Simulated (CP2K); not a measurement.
The system is NbSi.

```
Nb Si
1.0
     3.15644    0.00000    0.00000
     0.00000    3.15644    0.00000
     0.00000    0.00000    3.15644
Nb Si
1 1
Direct
  0.00000 0.00000 0.00000
  0.50000 0.50000 0.50000
```

The cell was built by a generator and needn't be a form met in nature.

Base run:

- Program: CP2K 2026.2
- Functional: PBEsol
- Potentials or basis: POTENTIAL_UZH Nb GTH-PBE-q13, Si GTH-PBE-q4; TZVP-MOLOPT-PBE-GTH basis
- Density cutoff: 9184 eV
- k mesh: 8 × 8 × 8
- Occupations: fermi-dirac, width 0.05 eV
- Spin: no spin polarisation

Its results: band gap on the k mesh none (metal or under the smearing width); pressure -3.3 GPa.

Question: After a change of settings the same cell gave: band gap on the k mesh none (metal or under the smearing width); pressure 0.3 GPa. Which change was it?
A. functional from PBEsol to OLYP
B. functional from PBEsol to LDA
C. functional from PBEsol to rev-vdW-DF2

Answer: C.

Caveats: the potentials were made for another functional, which shifts forces and pressure; the basis of atomic orbitals isn't converged, which shifts pressures, moduli and gaps.
